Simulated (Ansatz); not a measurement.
# AlH4NSSi: basis-set convergence

Aim: see how fast density functionals converge with the basis set for AlH4NSSi.

Method: one geometry, several basis sets; program: Ansatz 0.2.0, Gaussian basis.

Plan: PBE0-D4/def2-SVP; ωB97M-V/def2-SVP; PBE0-D4/def2-QZVPP; ωB97M-V/def2-QZVPP; the functionals' def2-TZVPP values are taken from earlier runs.

## 1. Structure used throughout

An earlier PBE0-D4 in a triple-zeta def2 set relaxation fixed the geometry.

SMILES `[NH2][Al]1[SiH2][S]1`, 8 atoms, charge 0, spin multiplicity 1.

Atoms are counted from 1 here; the program's logs count them from 0.

Bond lengths: N1–Al2 1.754 Å, N1–H5 1.006 Å, N1–H6 1.007 Å, Al2–Si3 2.310 Å, Al2–S4 2.172 Å, Si3–S4 2.208 Å, Si3–H7 1.487 Å, Si3–H8 1.487 Å. Angles: Al2–N1–H5 124.5°, Al2–N1–H6 124.7°, H5–N1–H6 110.7°, N1–Al2–Si3 163.4°, N1–Al2–S4 137.6°, Si3–Al2–S4 58.9°, Al2–Si3–S4 57.4°, Al2–Si3–H7 125.4°, Al2–Si3–H8 125.4°, S4–Si3–H7 112.5°, S4–Si3–H8 112.5°, H7–Si3–H8 108.3°, Al2–S4–Si3 63.7°.

## 2. PBE0-D4 in def2-SVP

Input file in.yaml:

```yaml
crystal:
  periodic: [false, false, false]
  atoms:
    - {symbol: N, position_ang: [-1.066225, 1.872863, -0.302459]}
    - {symbol: Al, position_ang: [-0.232154, 0.335015, -0.182521]}
    - {symbol: Si, position_ang: [0.990466, -1.466682, 0.589312]}
    - {symbol: S, position_ang: [0.158978, -1.380928, -1.454563]}
    - {symbol: H, position_ang: [-1.128143, 2.548120, 0.441333]}
    - {symbol: H, position_ang: [-1.551792, 2.199683, -1.122084]}
    - {symbol: H, position_ang: [2.474796, -1.561223, 0.596757]}
    - {symbol: H, position_ang: [0.446274, -2.603948, 1.378426]}
basis:
  gaussian: {orbitals: def2-SVP}
hamiltonian: {xc: pbe0, dispersion: d4}
output: {orbitals: {seedname: orbitals}}
```

On the command line:

```bash
$ ansatz run in.yaml --threads 2 --pin off --events-out ev --progress --plain --max-ram 4352MiB
```

The runs that follow: ωB97M-V in def2-SVP; PBE0-D4 in def2-QZVPP; ωB97M-V in def2-QZVPP.

**Question.** What will the summary of the whole plan be? Wanted: PBE0-D4: double and triple zeta above quadruple; ωB97M-V: double and triple zeta above quadruple.

The runs gave:

```
                                       quantity           value
PBE0-D4: double and triple zeta above quadruple  11.63, 0.88 eV
ωB97M-V: double and triple zeta above quadruple  11.61, 0.84 eV
```

In words: For PBE0-D4 the step from double to triple zeta gains 10.75 eV and the next only 0.88 eV. These are total energies; as a rule much of such shifts cancels in differences, which this series doesn't test. The LUMO of ωB97M-V is positive and keeps falling with the basis (0.82 to 0.31 eV): an unbound level that the basis holds in place.
